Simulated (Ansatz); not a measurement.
A nudged elastic band was laid between two geometries of a periodic cell of 13 atoms, Ti₁₂H (host Ti, host structure hcp, interstitial H).

The calculation used DFT PBEsol, scalar-relativistic, plane waves, PAW in Ansatz 0.2.0. Settings: cutoff 420 eV, k mesh 4x3x5, gaussian smearing 0.1 eV, no spin polarisation.

| Item | Value |
| --- | --- |
| movable images | 7 |
| climbing image | yes |
| spring | 5.0 eV/Å² |
| optimiser | quadratic models (default) |
| start path | straight line |
| force threshold | 0.05 eV/Å |
| iteration limit | 27 |
| end points | relaxed |

Image 0:

```xyz
13
Lattice="5.9000 0.0000 0.0000 -4.4250 7.6643 0.0000 0.0000 0.0000 4.6846" Properties=species:S:1:pos:R:3
Ti -0.002 0.006 0.021
Ti -0.005 1.689 2.346
Ti -1.447 2.537 0.005
Ti -1.436 4.284 2.342
Ti -2.952 5.138 -0.005
Ti -2.948 6.825 2.339
Ti 2.944 -0.009 0.009
Ti 2.947 1.672 2.351
Ti 1.438 2.535 0.004
Ti 1.441 4.279 2.344
Ti 0.000 5.128 0.003
Ti -0.005 6.809 2.329
H 2.939 3.412 3.522
```

Image 8:

Only the atoms that move by more than 0.05 Å are listed.
```
H13 2.964 3.396 1.176
```

Which bonds break or form, and what moves?

The atom that moves furthest is H13, by 2.35 Å; four of its nearest neighbours are Ti5 2.08, Ti10 2.09, Ti9 2.09, Ti8 2.10 Å at the first end and Ti8 2.08, Ti3 2.09, Ti4 2.10, Ti5 2.10 Å at the last.

Give the energies along the band, and the barrier.

The forces met the threshold. The highest image is number 4 of 0 to 8, 0.60 eV above the ends, which have the same energy within 2 meV. By the program's own check the climbing image is of a kind that is not told: the force calls were inconclusive, a negative curvature could not be distinguished from the path's own, the only one lies far off the path, or fixed occupations may fill a level only in part (lowest curvatures found: -1.68 and 0.98 eV/Å²). Limits of this set-up: coarse k mesh, odd electron count without spin, a small cell, in which the defect meets its images.

```json
{"image": "0", "path coordinate (Å)": "0.00", "energy (eV)": "0.00"}
{"image": "1", "path coordinate (Å)": "0.29", "energy (eV)": "0.11"}
{"image": "2", "path coordinate (Å)": "0.57", "energy (eV)": "0.34"}
{"image": "3", "path coordinate (Å)": "0.86", "energy (eV)": "0.53"}
{"image": "4", "path coordinate (Å)": "1.15", "energy (eV)": "0.60"}
{"image": "5", "path coordinate (Å)": "1.43", "energy (eV)": "0.53"}
{"image": "6", "path coordinate (Å)": "1.72", "energy (eV)": "0.34"}
{"image": "7", "path coordinate (Å)": "2.00", "energy (eV)": "0.11"}
{"image": "8", "path coordinate (Å)": "2.29", "energy (eV)": "0.00"}
```

What is the geometry of the highest image?


```xyz
13
Lattice="5.9000 0.0000 0.0000 -4.4250 7.6643 0.0000 0.0000 0.0000 4.6846" Properties=species:S:1:pos:R:3:forces:R:3
Ti 0.001 0.012 0.003 -0.01 0.03 0.00
Ti -0.004 1.667 2.345 0.00 0.00 0.00
Ti -1.397 2.510 0.003 -0.04 0.02 0.00
Ti -1.434 4.294 2.345 0.01 0.00 0.00
Ti -2.948 5.195 0.003 0.00 -0.05 0.00
Ti -2.957 6.824 2.345 0.01 0.01 0.00
Ti 2.947 -0.012 0.002 0.01 -0.01 0.00
Ti 2.950 1.641 2.345 0.00 -0.01 0.00
Ti 1.391 2.503 0.003 0.04 0.02 0.00
Ti 1.441 4.288 2.345 -0.01 -0.01 0.00
Ti 0.006 5.137 0.003 0.01 0.00 0.00
Ti 0.006 6.817 2.345 -0.01 -0.01 0.00
H 2.955 3.397 2.345 0.01 0.00 0.00
```

Run time: 8.6 min on 4 threads of Intel(R) Xeon(R) Platinum 8375C CPU @ 2.90GHz (Ice Lake) (shared host), peak memory 3.6 GiB.
